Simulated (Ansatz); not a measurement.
**TbMo: from a guess to a relaxed structure**

The task: take a trial cell of TbMo to zero force and stress.

Program: Ansatz 0.2.0. Level of theory: DFT PBE, scalar-relativistic, plane waves, PAW; 4f electrons in the core of a trivalent norm-conserving potential. These are calculated values, not measurements.

### 1 The structure to begin with

The structure is cubic, space group Fm-3m (No. 225). Conventional cell: a = 5.628 Å, b = 5.628 Å, c = 5.628 Å, α = 90.00°, β = 90.00°, γ = 90.00°. Around Tb (site symmetry m-3m) lie 6 Mo at 2.81 Å. Mo (site symmetry m-3m) is surrounded by 6 Tb at 2.81 Å.

As a file:

```
CELL_PARAMETERS angstrom
0.00000 2.81376 2.81376
2.81376 0.00000 2.81376
2.81376 2.81376 0.00000
ATOMIC_POSITIONS crystal
Tb 0.00000 0.00000 0.00000
Mo 0.50000 0.50000 0.50000
```

Recipe of the guess: species swapped into a database cell of LaTe (Fm-3m, No. 225), with Tb on the La sites and Mo on the Te sites. Lengths come from tabulated atomic sizes and are only a guess.

### 2 A first look at the guess

File input.yaml:

```yaml
crystal:
  lattice:
    - [0.0, 2.81376463, 2.81376463]
    - [2.81376463, 0.0, 2.81376463]
    - [2.81376463, 2.81376463, 0.0]
  atoms:
    - { symbol: Tb, position: [0.0, 0.0, 0.0] }
    - { symbol: Mo, position: [0.5, 0.5, 0.5] }
basis:
  ecutwfc: 690
kpoints:
  mp_grid: { grid: [6, 6, 6] }
hamiltonian:
  xc: pbe
  pseudopotentials:
    kind: paw
    azcp: { Tb: "pseudopotentials/pbe/nc/lanthanide_3plus/Tb.nc.azcp" }
scf:
  occupations: { method: gaussian, width: 0.1 }
  lower_state_search: "off"
output:
  forces: true
  stress: true
  eigenvalues: true
```

Run with:

```sh
ansatz run input.yaml --threads 1 --pin off --max-ram 2560MiB --backend cpu --events-out ev --progress --plain --runs-dir out
```

The session goes on with these runs: a loose first relaxation; spin check on a coarse mesh; relaxation on the finer mesh.

What does the calculation give? Wanted: conventional cell; volume; energy over the elements; gap on the mesh.

**Answer**, as computed:

```
                              quantity                                                                      value
symmetry at the end (tolerance 0.05 Å)                                                space group Fm-3m (No. 225)
                     conventional cell  a = 5.754 Å, b = 5.754 Å, c = 5.754 Å, α = 90.00°, β = 90.00°, γ = 90.00°
                                volume                                                              23.82 Å³/atom
              energy over the elements                                                              +1.38 eV/atom
                       gap on the mesh                                                               none (metal)
```

In words: The space group Fm-3m (No. 225) is kept, and the volume per atom grows by 6.9 % from the first guess. The formation energy is positive, so the separate elements lie lower. No finished test with a distortion of lower symmetry is shown, so the end may be a saddle point. The runs treat Tb without spin-orbit coupling. The lanthanide's 4f electrons sit in the core of its potential, so it is trivalent by construction and shows no f bands or moments. Other magnetic orders were not searched.

No U or exact exchange acts on the 4f shell of Tb, so a metallic reading can be the functional's.
